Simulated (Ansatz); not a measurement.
# H₄OSSi₂: up Jacob's ladder to CCSD(T)

Aim: compute H₄OSSi₂ with functionals from several rungs and with coupled cluster. The yardstick is the atomisation energy at the CCSD(T) limit.

Program: Ansatz 0.2.0, Gaussian basis. Level of theory: functionals in def2-TZVPP, the program's frozen cores in correlated methods. These are calculated values, not measurements.

Plan: LDA (SPW92), PBE-D4, revPBE-D4, BLYP-D4, r2SCAN-D4, B97M-V, PBE0-D4, B3LYP-D4, r2SCANh-D4, r2SCAN0-D4, HSE06-D4, BHLYP-D4, CAM-B3LYP-D4, LC-ωPBE, ωB97X-V, ωB97M-V, B2PLYP, PBE-QIDH; CCSD(T)/def2-SVP; CCSD(T)/def2-TZVPP; MP2/def2-QZVPP; extrapolation to the limit; RPA on PBE.

## 1. The geometry

The geometry comes from an earlier relaxation with PBE0-D4 in a triple-zeta def2 set; it is a stationary point, not always the lowest conformer.

8 atoms, charge 0, spin multiplicity 1.

Atoms are counted from 1 here; the program's logs count them from 0.

Bond lengths: S1–Si2 2.149 Å, S1–H5 1.344 Å, Si2–O3 1.671 Å, Si2–H6 1.496 Å, O3–Si4 1.607 Å, Si4–H7 1.486 Å, Si4–H8 1.487 Å. Angles: Si2–S1–H5 96.0°, S1–Si2–O3 108.8°, S1–Si2–H6 101.8°, O3–Si2–H6 103.4°, Si2–O3–Si4 151.0°, O3–Si4–H7 111.8°, O3–Si4–H8 114.7°, H7–Si4–H8 112.5°.

## 2. LDA

This LDA is Slater exchange with PW92 correlation.

in.yaml reads:

```yaml
crystal:
  periodic: [false, false, false]
  atoms:
    - {symbol: S, position_ang: [-2.015791, 1.148937, -0.418433]}
    - {symbol: Si, position_ang: [-0.265581, 1.234465, 0.824938]}
    - {symbol: O, position_ang: [0.859383, 0.143294, 0.246173]}
    - {symbol: Si, position_ang: [1.232117, -1.196864, -0.558502]}
    - {symbol: H, position_ang: [-2.542711, 0.054880, 0.157544]}
    - {symbol: H, position_ang: [0.311900, 2.561903, 0.447864]}
    - {symbol: H, position_ang: [2.420001, -1.876308, 0.020243]}
    - {symbol: H, position_ang: [0.092784, -2.127406, -0.775727]}
basis:
  gaussian: {orbitals: def2-TZVPP}
hamiltonian: {xc: lda}
output: {orbitals: {seedname: orbitals}}
```

Run with:

```bash
$ ansatz run in.yaml --threads 2 --pin off --events-out ev --progress --plain --max-ram 4352MiB
```

Further steps of the session: PBE-D4 (GGA); revPBE-D4 (GGA); BLYP-D4 (GGA); r2SCAN-D4 (meta-GGA); B97M-V (meta-GGA); PBE0-D4 (hybrid); B3LYP-D4 (hybrid); r2SCANh-D4 (hybrid); r2SCAN0-D4 (hybrid); HSE06-D4 (hybrid); BHLYP-D4 (hybrid); CAM-B3LYP-D4 (range-separated); LC-ωPBE (range-separated); ωB97X-V (range-separated); ωB97M-V (range-separated); B2PLYP (double hybrid); PBE-QIDH (double hybrid); CCSD(T) in def2-SVP; CCSD(T) in def2-TZVPP; MP2 in def2-QZVPP; RPA on PBE orbitals.

Q: Predict the results of all the runs planned. Wanted: atomisation energy, CCSD(T)/CBS; farthest beyond LDA; mean size of error, GGA; mean size of error, meta-GGA; mean size of error, hybrid; mean size of error, range-separated; mean size of error, double hybrid; gap, smallest and largest; T1 diagnostic.

As calculated:

```
                               quantity                                 value
        atomisation energy, CCSD(T)/CBS                             25.659 eV
    functionals within 0.128 eV (0.5 %)                        PBE-D4, B97M-V
                    farthest beyond LDA                   LC-ωPBE (-1.853 eV)
                mean size of error, GGA                              0.238 eV
           mean size of error, meta-GGA                              0.104 eV
             mean size of error, hybrid                              0.893 eV
    mean size of error, range-separated                              1.096 eV
      mean size of error, double hybrid                              0.952 eV
              gap, smallest and largest  0.81 eV (BLYP-D4), 4.96 eV (LC-ωPBE)
                          T1 diagnostic                                0.0446
triples share of the correlation energy                                 6.2 %
```

What this shows: LDA overbinds by 3.609 eV (14 %). PBE-D4 misses by +0.028 eV. Double hybrids carry the basis error of their MP2 part in triple zeta, and no dispersion term here, so their miss is partly the set-up's. By mean error the best rung here is meta-GGA (0.104 eV) and the worst beyond LDA is range-separated (1.096 eV). Misses under about 0.128 eV are within the doubt on the reference itself, which lacks core-valence correlation, relativity and higher excitations. Hartree-Fock recovers 63 % of the binding; the rest is correlation. CCSD(T) in def2-SVP is off by -2.555 eV, which most functionals beat. The gap grows from 0.8 to 5.0 eV across the functionals, mostly with the share of exact exchange. The T1 diagnostic, 0.045, is well above the customary 0.02, so CCSD(T) itself is less safe here. The restricted reference is unstable towards a spin-broken one.
